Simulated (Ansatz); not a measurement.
# ZrN+ (singlet): from Hartree-Fock to the top rungs, def2-SVP

The task here is to estimate one member of a computed series from the others.

Program: Ansatz 0.2.0, Gaussian basis. Level of theory: def2-SVP, core rule «outside noble gas», up to 5 orbitals frozen. These are calculated values, not measurements.

Plan: UHF; CCSD(T) on RHF; CCSD(T) on UHF; CISD; CCSDT(Q) on RHF; CCSDT(Q) on UHF; CCSDTQ on RHF.

11 further runs of the same task are left out: 8 for a known fault of the program, 3 set aside as unsound or not needed.

**The geometry**

The geometry is a PBE0/def2-TZVP stationary point (not a proven minimum) of the parent state, kept for this charge and spin. No spin-orbit coupling is included. Elements past krypton take def2 core potentials.

2 atoms, charge 1, spin multiplicity 1.

Atoms are counted from 1 here; the program's logs count them from 0.

Bond lengths: Zr1–N2 1.684 Å.

Set-up of the first run:

Contents of in.yaml:

```yaml
crystal:
  periodic: [false, false, false]
  atoms:
    - {symbol: Zr, position_ang: [0.000000, 0.000000, 0.000000]}
    - {symbol: N, position_ang: [0.000000, 0.000000, 1.683832]}
basis:
  gaussian: {orbitals: def2-SVP}
total_charge: 1
magnetization: {spin_polarized: true, initial_magnetization: 0}
hamiltonian: {xc: hf}
output: {orbitals: {seedname: orbitals}}
```

On the command line:

```bash
$ ansatz run in.yaml --threads 1 --pin off --events-out ev --progress --plain --max-ram 2816MiB --backend cpu
```

Steps of the session up to this table: UHF; CCSD(T) on RHF; CCSD(T) on UHF; CISD; CCSDT(Q) on RHF; CCSDT(Q) on UHF; CCSDTQ on RHF.

One table of the session follows, with a row left open; its other results are not shown here.

It belongs to the step «Misses and costs». 

| method | from RCCSDTQ (kJ/mol) |
| --- | --- |
| RHF | +735.6 |
| UHF | +734.1 |
| RMP2 | -41.6 |
| RCCSD | ? |
| RCCSD(T) | +4.9 |
| RCCSDT | +5.6 |
| RCCSDT(Q) | -2.2 |
| RCCSDTQ | 0 |

Estimate the missing values for RCCSD.

The run gave: from RCCSDTQ (kJ/mol): +47.3. In the column «from RCCSDTQ (kJ/mol)» it lies between RCCSDT (+5.6) and UHF (+734.1).

Not comparable, so not listed: CCSD(T) on UHF; CCSDT(Q) on UHF (they don't share determinant, frozen orbitals or solution with the rows shown, or repeat one).
